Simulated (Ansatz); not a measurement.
# CsCo3: the cost of one run

Method: DFT PBE, scalar-relativistic, plane waves, PAW, in Ansatz 0.2.0.

### 1 Starting point

It takes space group Pm-3m (No. 221, cubic). The conventional cell has a = 4.195 Å, b = 4.195 Å, c = 4.195 Å, α = 90.00°, β = 90.00°, γ = 90.00°. Around Cs (site symmetry m-3m) lie 12 Co at 2.97 Å. Co (site symmetry 4/mmm) is surrounded by 4 Cs at 2.97 Å and 8 Co at 2.97 Å.

Structure file:

```xyz
4
Lattice="4.1953 0.0000 0.0000 0.0000 4.1953 0.0000 0.0000 0.0000 4.1953" Properties=species:S:1:pos:R:3 pbc="T T T"
Cs    0.0000    0.0000    0.0000
Co    0.0000    2.0976    2.0976
Co    2.0976    0.0000    2.0976
Co    2.0976    2.0976    0.0000
```

This is candidate A: Cu3Au (L1_2) type (Pm-3m, No. 221).

(A quick probe on a coarse mesh, which set the mesh and smearing, is not shown.)

### 3 Rough relaxation on the coarse mesh (candidate A)

input.yaml

```yaml
crystal:
  lattice:
    - [4.1952606504, 0.0, 0.0]
    - [0.0, 4.1952606504, 0.0]
    - [0.0, 0.0, 4.1952606504]
  atoms:
    - { symbol: Cs, position: [0.0, 0.0, 0.0] }
    - { symbol: Co, position: [0.0, 0.5, 0.5], spin: 1.76 }
    - { symbol: Co, position: [0.5, 0.0, 0.5], spin: 1.76 }
    - { symbol: Co, position: [0.5, 0.5, 0.0], spin: 1.76 }
basis:
  ecutwfc: 420
kpoints:
  mp_grid: { grid: [4, 4, 4] }
hamiltonian:
  xc: pbe
scf:
  occupations: { method: gaussian, width: 0.1 }
  lower_state_search: "off"
output:
  forces: true
  stress: true
  eigenvalues: true
  populations: true
magnetization:
  spin_polarized: true
relax:
  adjacent_minimum: "off"
  f_tol: 0.04
  max_steps: 70
  cell: { stress_tol: 0.4 }
```

Launch:

```console
> ansatz run input.yaml --threads 1 --pin off --max-ram 2560MiB --backend cpu --events-out ev --progress --plain --runs-dir out
```

Q: Estimate wall time and peak memory on 1 thread of Arm Neoverse V2, shared host.

About 15 s, with a peak of 0.36 GiB.
